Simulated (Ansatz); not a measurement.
# AlH₇N₂OSi: basis-set convergence

Aim: see how fast density functionals converge with the basis set for AlH₇N₂OSi.

Program: Ansatz 0.2.0, Gaussian basis. Level of theory: one geometry, several basis sets. These are calculated values, not measurements.

The runs, in order: PBE0-D4/def2-SVP; ωB97M-V/def2-SVP; PBE0-D4/def2-QZVPP; ωB97M-V/def2-QZVPP; the functionals' def2-TZVPP values are taken from earlier runs.

## Step 1: The geometry

The geometry comes from an earlier relaxation with PBE0-D4 in a triple-zeta def2 set; it is a stationary point, not always the lowest conformer.

SMILES `[NH2][Al]([NH2])[O][SiH3]`, 12 atoms, charge 0, spin multiplicity 1.

Atoms are counted from 1 here; the program's logs count them from 0.

Bond lengths: N1–Al2 1.762 Å, N1–H6 1.006 Å, N1–H7 1.006 Å, Al2–N3 1.762 Å, Al2–O4 1.685 Å, N3–H8 1.006 Å, N3–H9 1.006 Å, O4–Si5 1.615 Å, Si5–H10 1.489 Å, Si5–H11 1.489 Å, Si5–H12 1.489 Å. Angles: Al2–N1–H6 125.7°, Al2–N1–H7 124.0°, H6–N1–H7 110.4°, N1–Al2–N3 122.1°, N1–Al2–O4 119.0°, N3–Al2–O4 118.9°, Al2–N3–H8 125.7°, Al2–N3–H9 124.0°, H8–N3–H9 110.4°, Al2–O4–Si5 179.8°, O4–Si5–H10 110.6°, O4–Si5–H11 110.6°, O4–Si5–H12 110.5°, H10–Si5–H11 108.3°, H10–Si5–H12 108.4°, H11–Si5–H12 108.4°.

## Step 2: PBE0-D4 in def2-SVP

The input, in.yaml:

```yaml
crystal:
  periodic: [false, false, false]
  atoms:
    - {symbol: N, position_ang: [-1.563380, 0.011332, 1.683960]}
    - {symbol: Al, position_ang: [-0.307808, -0.548730, 0.582288]}
    - {symbol: N, position_ang: [0.322757, -2.192769, 0.640034]}
    - {symbol: O, position_ang: [0.309108, 0.521496, -0.563460]}
    - {symbol: Si, position_ang: [0.903313, 1.550462, -1.657870]}
    - {symbol: H, position_ang: [-1.999771, -0.538714, 2.403944]}
    - {symbol: H, position_ang: [-1.942709, 0.943048, 1.676789]}
    - {symbol: H, position_ang: [0.028878, -2.911422, 1.279213]}
    - {symbol: H, position_ang: [1.040357, -2.541286, 0.027148]}
    - {symbol: H, position_ang: [0.935611, 2.935553, -1.112100]}
    - {symbol: H, position_ang: [2.290144, 1.166473, -2.040783]}
    - {symbol: H, position_ang: [0.060500, 1.549459, -2.885161]}
basis:
  gaussian: {orbitals: def2-SVP}
hamiltonian: {xc: pbe0, dispersion: d4}
output: {orbitals: {seedname: orbitals}}
```

After this run come: ωB97M-V in def2-SVP; PBE0-D4 in def2-QZVPP; ωB97M-V in def2-QZVPP.

**Question.** What will the summary of the whole plan be? Wanted: PBE0-D4: double and triple zeta above quadruple; ωB97M-V: double and triple zeta above quadruple.

**Answer**, as computed:

```
                                       quantity           value
PBE0-D4: double and triple zeta above quadruple  12.52, 0.84 eV
ωB97M-V: double and triple zeta above quadruple  12.66, 0.78 eV
```

What this shows: For PBE0-D4 the step from double to triple zeta gains 11.68 eV and the next only 0.84 eV. Total energies overstate the basis error of differences, where much of it tends to cancel. The LUMO of ωB97M-V is positive and keeps falling with the basis (1.85 to 0.95 eV): an unbound level that the basis holds in place.
